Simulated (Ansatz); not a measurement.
The system is CsLiCr2Te2S3.

```
CELL_PARAMETERS angstrom
7.05684 0.00000 0.00788
0.00000 3.98060 0.00000
-2.68302 0.00000 8.67869
ATOMIC_POSITIONS crystal
Cs 0.07739 0.00000 0.37706
Li 0.86424 0.50000 0.78883
Cr 0.12646 0.00000 0.94616
Cr 0.59290 0.50000 0.97165
Te 0.50838 0.00000 0.15270
Te 0.55612 0.00000 0.74893
S 0.87426 0.00000 0.68502
S 0.25176 0.50000 0.84402
S 0.96294 0.50000 0.05357
```

The cell was built by a generator and needn't be a form met in nature.

Base run:

```yaml
Program: Ansatz 0.2.0
Functional: PBE
Potentials_or_basis: Ansatz PAW
Cutoff: "420 eV (not typed: the program's choice for these potentials)"
k_mesh: 4 × 7 × 3
Occupations: fermi-dirac, width 0.05 eV
Spin: collinear spin, ferromagnetic start
Starting_moments: "[0.0, 0.0, 3.0, 3.0, 0.0, 0.0, 0.0, 0.0, 0.0] μB"
Hubbard_terms: Cr d U = 6 eV
```

Its results: band gap on the k mesh 0.08 eV, indirect (least direct gap 0.36 eV); pressure 3.6 GPa; net moment 6.01 μB per cell; site moments Cs -0.01; Li -0.00; Cr +3.50, +3.37; Te -0.41, -0.15; S -0.10, -0.36, -0.22 μB; largest force 0.778 eV/Å.

**Question.** The run is repeated on the same cell with these changes: hubbard terms from Cr d U = 6 eV to Cr d U = 8 eV. What comes out?

**Answer.** Band gap on the k mesh none (metal or under the smearing width); pressure 4.9 GPa; net moment 6.03 μB per cell; site moments Cs -0.01; Li -0.00; Cr +3.64, +3.52; Te -0.47, -0.17; S -0.12, -0.42, -0.27 μB; largest force 1.019 eV/Å.

Caveats: the magnetic or orbital state may not be the lowest; only a ferromagnetic start was run, and an antiferromagnetic order may lie lower in energy; odd divisions of the mesh miss points on the zone boundary, where band edges often lie, so the gap on the mesh can be too wide (some runs); spin-orbit coupling is left out, which moves the levels of the heavy elements (some runs); forces of over 1 eV/Å show positions far from the minimum, so gaps and moduli don't describe the material at rest (some runs).

A k mesh can miss the band edges.
